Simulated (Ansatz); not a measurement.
**HfN+ (quintet): from Hartree-Fock to the top rungs, def2-TZVPP**

The task here is to estimate one member of a computed series from the others.

Computed with Ansatz 0.2.0, Gaussian basis. Level: def2-TZVPP, core rule «outside noble gas», up to 5 orbitals frozen.

The runs, in order: UHF; ROHF; CCSD(T) on UHF.

## What is computed

The geometry is a PBE0/def2-TZVP stationary point (not a proven minimum) of the parent state, kept for this charge and spin. No spin-orbit coupling is included. Elements past krypton take def2 core potentials.

2 atoms, charge 1, spin multiplicity 5.

Atoms are counted from 1 here; the program's logs count them from 0.

Bond lengths: Hf1–N2 1.785 Å.

The first run:

The input, in.yaml:

```yaml
crystal:
  periodic: [false, false, false]
  atoms:
    - {symbol: Hf, position_ang: [0.000000, 0.000000, 0.000000]}
    - {symbol: N, position_ang: [0.000000, 0.000000, 1.785383]}
basis:
  gaussian: {orbitals: def2-TZVPP}
total_charge: 1
magnetization: {spin_polarized: true, initial_magnetization: 4}
hamiltonian: {xc: hf}
output: {orbitals: {seedname: orbitals}}
```

Launch:

```
> ansatz run in.yaml --threads 1 --pin off --events-out ev --progress --plain --max-ram 4096MiB --backend cpu
```

Among the steps run: UHF; ROHF; CCSD(T) on UHF.

One table of the session follows, with a row left open; its other results are not shown here.

| method | from UCCSD(T) (kJ/mol) |
| --- | --- |
| ROHF | +524.0 |
| UHF | +501.7 |
| UMP2 | ? |
| UCCSD | +20.7 |
| UCCSD(T) | 0 |

Estimate the missing values for UMP2.

**Answer.** from UCCSD(T) (kJ/mol): +69.3. In the column «from UCCSD(T) (kJ/mol)» it lies between UCCSD (+20.7) and UHF (+501.7).
